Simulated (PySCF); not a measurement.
# C9H8: excited-state relaxation

Wanted: excited-state relaxation for C9H8 (`C#CC(=C)C1=C(C=C)C1`).

Computed with PySCF 2.14.0 and routines of our own; the level stands in each step. Atoms count from 0.

## 1. The system as given

17 atoms, charge 0, multiplicity 1; geometry from: GFN2-xTB.

## 2. Optimising the geometry at HF/def2-SV(P)

What the job is given:

```
{"job": {"xc": "HF", "basis": "def2-SV(P)", "grid": 1, "kind": "geom"}, "charge": 0, "multiplicity": 1}
C     -2.700258     1.922165     0.184818
C     -2.229430     0.818604     0.175832
C     -1.657209    -0.483741     0.166332
C     -2.421185    -1.589544     0.147731
C     -0.236049    -0.542278     0.179255
C      0.954157     0.030618     0.197284
C      1.784336     1.174112     0.215595
C      3.117796     1.107388     0.226794
C      0.941237    -1.471330     0.181034
H     -3.121849     2.882980     0.191415
H     -1.973138    -2.568221     0.142792
H     -3.495429    -1.531297     0.136465
H      1.274001     2.130055     0.219532
H      3.730567     1.991821     0.241498
H      3.629807     0.159363     0.221529
H      1.187256    -2.019939     1.084732
H      1.208390    -1.998728    -0.729270
```

On the command line:

```
OMP_NUM_THREADS=1 python excited_run.py task.json out
```

The driver reads the jobs from task.json and runs them one after another.

What it wrote:

```text
step   0  E = -344.99987313  max force = 0.066253
step   1  E = -345.00023435  max force = 0.021544
step   2  E = -345.00282078  max force = 0.011455
step   3  E = -345.00400577  max force = 0.010638
step   4  E = -345.00425861  max force = 0.005117
step   5  E = -345.00442227  max force = 0.001576
step   6  E = -345.00441398  max force = 0.002297
step   7  E = -345.00443886  max force = 0.000324
step   8  E = -345.00443932  max force = 0.000340
optimisation converged
```

Run time: 58 s. Hardware: 1 thread of Arm Neoverse N1, shared host; peak memory 0.56 GiB.

Step by step:

```tsv
step	energy from step 0 (eV)	largest force component (eV/Å)
0	0.0000	3.4069
1	-0.0098	1.1078
2	-0.0802	0.5890
3	-0.1125	0.5470
4	-0.1193	0.2631
5	-0.1238	0.0810
6	-0.1236	0.1181
7	-0.1242	0.0167
8	-0.1243	0.0175
```

Distances of close pairs at the start and the end, largest changes first:

```tsv
bond	before (Å)	after (Å)	change (Å)
C5–C6	1.413	1.449	+0.036
C4–C5	1.321	1.288	-0.034
C2–C4	1.422	1.455	+0.033
C1–C2	1.423	1.449	+0.027
C0–H9	1.049	1.065	+0.016
C2–C3	1.344	1.333	-0.011
C4–C8	1.500	1.490	-0.010
C8–H16	1.085	1.094	+0.008
```

The next job starts from the end point, and lists it.

```tsv
at the end point	value
point group (found at 0.08 Å tolerance)	Cs
rotational constants (GHz, main isotopes)	2.790, 1.039, 0.761
dipole moment (D)	0.20
```

## 3. Excited-state relaxation: TDA HF/def2-SV(P)

What the job is given:

```
{"job": {"kind": "xopt", "state": "S1", "method": "TDA", "freq": false, "xc": "HF", "basis": "def2-SV(P)", "grid": 1}, "charge": 0, "multiplicity": 1}
C     -2.527512     2.177948     0.178455
C     -2.165852     1.041970     0.170645
C     -1.702592    -0.331116     0.161535
C     -2.556970    -1.354423     0.139416
C     -0.262769    -0.542389     0.177770
C      0.942350    -0.089716     0.199348
C      1.887277     1.008809     0.222822
C      3.203367     0.831435     0.237530
C      0.807712    -1.578325     0.180677
H     -2.857131     3.190788     0.185350
H     -2.194542    -2.374790     0.132837
H     -3.627567    -1.195960     0.127471
H      1.466442     2.007932     0.227917
H      3.886840     1.672315     0.254767
H      3.639804    -0.161302     0.232785
H      1.007962    -2.154028     1.088842
H      1.032876    -2.133644    -0.734368
```

With the program's defaults for keys left out, this is: TDA HF/def2-SV(P) excited-state geometry optimisation, gas phase.

What it wrote:

```text
final grid: 66400 points
cycle   1  E = -344.8893258788  dE =  2.537e+00  |g| = 5.269e-01  |ddm| = 4.424e+00
cycle   2  E = -344.9928650088  dE = -1.035e-01  |g| = 1.747e-01  |ddm| = 9.464e-01
cycle   3  E = -345.0014607695  dE = -8.596e-03  |g| = 9.919e-02  |ddm| = 3.902e-01
cycle   4  E = -345.0042672519  dE = -2.806e-03  |g| = 2.388e-02  |ddm| = 1.601e-01
cycle   5  E = -345.0044266548  dE = -1.594e-04  |g| = 4.237e-03  |ddm| = 3.226e-02
cycle   6  E = -345.0044375340  dE = -1.088e-05  |g| = 1.459e-03  |ddm| = 1.087e-02
cycle   7  E = -345.0044389771  dE = -1.443e-06  |g| = 6.397e-04  |ddm| = 3.491e-03
cycle   8  E = -345.0044392517  dE = -2.746e-07  |g| = 1.994e-04  |ddm| = 1.699e-03
cycle   9  E = -345.0044392995  dE = -4.776e-08  |g| = 1.050e-04  |ddm| = 5.897e-04
cycle  10  E = -345.0044393124  dE = -1.295e-08  |g| = 5.281e-05  |ddm| = 2.749e-04
cycle  11  E = -345.0044393169  dE = -4.476e-09  |g| = 2.301e-05  |ddm| = 1.808e-04
cycle  12  E = -345.0044393175  dE = -6.257e-10  |g| = 7.654e-06  |ddm| = 6.834e-05
converged SCF energy = -345.0044393175

vertical S1 at the ground-state geometry: 5.4561 eV
step    E(state)/Eh    max force   excitation/eV  root
  0    -344.79621210   0.157017     5.5694      1
  1    -344.81879044   0.040856     4.2316      1
  2    -344.82117752   0.011224     4.4549      1
  3    -344.82131890   0.006149     4.5125      1
  4    -344.82156795   0.002316     4.4842      1
  5    -344.82156017   0.002299     4.4819      1
  6    -344.82159414   0.000783     4.4829      1
  7    -344.82159629   0.000350     4.4855      1
optimisation converged
vertical emission 4.4855 eV, adiabatic 4.9754 eV, Stokes shift 0.9706 eV, reorganisation 0.4807 (excited) and 0.4899 eV (ground)
in cyclohexane: absorption 5.1917 eV (f = 1.2369, root 1), emission 4.1808 eV (f = 1.2070, root 1)
in water: absorption 5.2452 eV (f = 1.2278, root 1), emission 3.7774 eV (f = 1.2336, root 1)
```

Wall time 2.1 min (1 thread of Arm Neoverse N1, shared host); peak memory 0.9 GiB.

From this job:

```tsv
quantity	value
vertical absorption, S1	5.46 eV
adiabatic energy, S1	4.98 eV
vertical emission, S1	4.49 eV
Stokes shift, S1	0.97 eV
geometry moved (RMSD), S1	0.052 Å
```

Bonds of the start that changed most:

```tsv
bond	start (Å)	end (Å)
C4–C5	1.288	1.386
C2–C4	1.455	1.403
C5–C6	1.449	1.400
C2–C3	1.333	1.374
C6–C7	1.328	1.363
C5–C8	1.495	1.474
```

## 4. Excited-state relaxation: UKS HF/def2-SV(P)

The job, as its differences from that of step 3:

```diff
@@ -1,2 +1,2 @@
-{"job": {"kind": "xopt", "state": "S1", "method": "TDA", "freq": false, "xc": "HF", "basis": "def2-SV(P)", "grid": 1}, "charge": 0, "multiplicity": 1}
+{"job": {"kind": "xopt", "state": "T1", "method": "UKS", "freq": false, "xc": "HF", "basis": "def2-SV(P)", "grid": 1}, "charge": 0, "multiplicity": 1}
 C     -2.527512     2.177948     0.178455
```

Level: UKS HF/def2-SV(P) excited-state geometry optimisation, gas phase.

What it wrote:

```text
final grid: 66400 points
cycle   1  E = -344.8893258788  dE =  2.537e+00  |g| = 5.269e-01  |ddm| = 4.424e+00
cycle   2  E = -344.9928650088  dE = -1.035e-01  |g| = 1.747e-01  |ddm| = 9.464e-01
cycle   3  E = -345.0014607695  dE = -8.596e-03  |g| = 9.919e-02  |ddm| = 3.902e-01
cycle   4  E = -345.0042672519  dE = -2.806e-03  |g| = 2.388e-02  |ddm| = 1.601e-01
cycle   5  E = -345.0044266548  dE = -1.594e-04  |g| = 4.237e-03  |ddm| = 3.226e-02
cycle   6  E = -345.0044375340  dE = -1.088e-05  |g| = 1.459e-03  |ddm| = 1.087e-02
cycle   7  E = -345.0044389771  dE = -1.443e-06  |g| = 6.397e-04  |ddm| = 3.491e-03
cycle   8  E = -345.0044392517  dE = -2.746e-07  |g| = 1.994e-04  |ddm| = 1.699e-03
cycle   9  E = -345.0044392995  dE = -4.776e-08  |g| = 1.050e-04  |ddm| = 5.897e-04
cycle  10  E = -345.0044393124  dE = -1.295e-08  |g| = 5.281e-05  |ddm| = 2.749e-04
cycle  11  E = -345.0044393169  dE = -4.476e-09  |g| = 2.301e-05  |ddm| = 1.808e-04
cycle  12  E = -345.0044393175  dE = -6.257e-10  |g| = 7.654e-06  |ddm| = 6.834e-05
converged SCF energy = -345.0044393175

vertical T1 at the ground-state geometry: 2.0737 eV
step    E(state)/Eh    max force   <S^2>
  0    -344.91814962   0.246308    2.3632
  1    -344.97025964   0.040799    2.4339
  2    -344.97221724   0.006707    2.4843
  3    -344.97221504   0.014294    2.4777
  4    -344.97279477   0.004313    2.4612
  5    -344.97278468   0.003598    2.4607
  6    -344.97284926   0.001329    2.4617
  7    -344.97285961   0.000566    2.4612
  8    -344.97286205   0.000306    2.4611
optimisation converged
vertical emission -0.4345 eV, adiabatic 0.8593 eV, Stokes shift 2.5082 eV, reorganisation 1.2144 (excited) and 1.2938 eV (ground)
```

Wall time 1.8 min (1 thread of Arm Neoverse N1, shared host); peak memory 0.76 GiB.

In short:

```tsv
quantity	value
vertical gap at the ground-state geometry, T1	2.07 eV
adiabatic energy, T1	0.86 eV
vertical gap at the relaxed geometry, T1	-0.43 eV
difference of the two gaps, T1	2.51 eV
geometry moved (RMSD), T1	0.083 Å
```

Bonds of the start that changed most:

```tsv
bond	start (Å)	end (Å)
C4–C5	1.288	1.444
C5–C6	1.449	1.363
C2–C3	1.333	1.417
C2–C4	1.455	1.373
C6–C7	1.328	1.408
C5–C8	1.495	1.483
```

## 5. Outcome

```
                                                                 quantity                 value
                                                              point group                    Cs
                                     rotational constants (main isotopes)  2.79, 1.04, 0.76 GHz
                      vertical absorption, S1 (step 3, TDA HF/def2-SV(P))               5.46 eV
                         adiabatic energy, S1 (step 3, TDA HF/def2-SV(P))               4.98 eV
                        vertical emission, S1 (step 3, TDA HF/def2-SV(P))               4.49 eV
                             Stokes shift, S1 (step 3, TDA HF/def2-SV(P))               0.97 eV
vertical gap at the ground-state geometry, T1 (step 4, UKS HF/def2-SV(P))               2.07 eV
                         adiabatic energy, T1 (step 4, UKS HF/def2-SV(P))               0.86 eV
     vertical gap at the relaxed geometry, T1 (step 4, UKS HF/def2-SV(P))              -0.43 eV
               difference of the two gaps, T1 (step 4, UKS HF/def2-SV(P))               2.51 eV
```

The optimisation took 8 steps and gained 0.124 eV; among the close pairs (by a distance rule), C5–C6 changed most, from 1.413 to 1.449 Å. Where no frequencies were run, the relaxed excited state may be a saddle. In step 3 (excited-state relaxation), among the bonds C4–C5 changes most, from 1.288 to 1.386 Å. In step 4 the state is spin-contaminated. In step 4 the gap at the relaxed geometry is under 0.8 eV (below zero), where a single closed-shell reference fails, so that gap and differences built on it are unreliable. In step 4 (excited-state relaxation), among the bonds C4–C5 changes most, from 1.288 to 1.444 Å. ΔSCF (UKS) and response values aren't on one footing and may follow different states, so their differences aren't method errors alone, and singlets and triplets from the two don't rank.
